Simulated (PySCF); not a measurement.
# [La(OH)2]+: other functionals and bases at one geometry

One table from this session's results is given with a row withheld; the runs are named, their logs left out.

Computed with PySCF 2.14.0. Level: several levels, as the steps say, no spin–orbit coupling.

1 further run of the same task is left out (for a known fault of the program).

## Starting geometry

5 atoms, charge 1, spin multiplicity 1.

Bond lengths: La1–O2 2.066 Å, La1–H3 3.013 Å, La1–O4 2.066 Å, La1–H5 3.013 Å, O2–H3 0.964 Å, O4–H5 0.964 Å. Angles: O2–La1–H3 4.1°, O2–La1–O4 109.0°, O2–La1–H5 104.8°, H3–La1–O4 104.8°, H3–La1–H5 100.7°, O4–La1–H5 4.1°, La1–O2–H3 167.0°, La1–H3–O2 8.9°, La1–O4–H5 167.0°, La1–H5–O4 8.9°.

As a file:

```csv
atom,x (Å),y (Å),z (Å)
La1,0.0000,0.0000,-0.6712
O2,1.6809,-0.0347,0.5290
H3,2.3190,-0.0468,1.2519
O4,-1.6809,0.0347,0.5290
H5,-2.3190,0.0468,1.2519
```

Formal oxidation states: La +3. The 4f shell is empty and lies in the core potential. An earlier session relaxed this geometry at PBE0, La lcecp-1-SVP with ECP46, O def2-SVP, H def2-SVP (singlet, point group C2v).

At PBE0 on the finer grid: E = -182.856308 Eh, HOMO -13.27 eV, LUMO -6.42 eV, Mulliken charge on La1 +1.49 e, largest force component 0.003 eV/Å. The large-core potential holds the 4f shell empty.

Levels to run: M06-L; CAM-B3LYP; PBE0, TZVP. Hardware: 2 threads of Arm Neoverse V1, shared host.

The first run:

Contents of run.py (the lines that set the calculation):

```python
mol = gto.M(atom='''
La     0.00000     0.00000    -0.67119
O      1.68088    -0.03470     0.52902
H      2.31895    -0.04677     1.25193
O     -1.68088     0.03470     0.52902
H     -2.31895     0.04677     1.25193''',
    basis={'La': 'lcecp-1-SVP', 'O': 'def2-SVP', 'H': 'def2-SVP'},
    ecp={'La': 'lcecp-1-SVP'},
    charge=1, spin=0)
mf = dft.RKS(mol, xc='M06L')
mf.grids.atom_grid = (75, 302)  # f atoms: unpruned, at least (60, 302)
mf = mf.density_fit()  # fitting sets: La AutoAux, O def2-universal-JKFIT, H def2-universal-JKFIT
mf.conv_tol = 1e-08; mf.max_cycle = 55
mf.kernel(dm0)  # dm0: the density of the relaxed state
```

Command:

```
> OMP_NUM_THREADS=2 python run.py
```

Among the steps run: M06-L; CAM-B3LYP; PBE0, TZVP.

One of the session's tables, all rows but one given; the rest of the session is left out.

```
              level  HOMO (eV)  gap (eV)  charge on La1 (e)  dipole (D)  largest force component (eV/Å)
PBE0 (relaxed here)     -13.27      6.85               1.49        2.82                            0.00
              M06-L     -11.82      5.55               1.55        2.91                            0.45
          CAM-B3LYP     -14.65      8.93               1.49        2.97                            0.20
         PBE0, TZVP          ?         ?                  ?           ?                               ?
```

Q: Estimate the row for PBE0, TZVP from the others.

As computed: HOMO (eV): -13.36; gap (eV): 6.97; charge on La1 (e): 1.78; dipole (D): 3.06; largest force component (eV/Å): 0.22. In the column «HOMO (eV)» it lies between CAM-B3LYP (-14.65) and PBE0 (relaxed here) (-13.27).

The dipole of a charged species depends on the origin, so these sizes hold for this origin alone.

In one basis the HOMO–LUMO gap runs from 5.55 eV (M06-L) to 8.93 eV (CAM-B3LYP). The largest leftover force, 0.45 eV/Å with M06-L, stands at a geometry relaxed at another level. With 4f in the core, its levels are missing from HOMO and gap, and its count is fixed, so no charge can pass from the ligands into it. Total energies of different levels can't be compared.
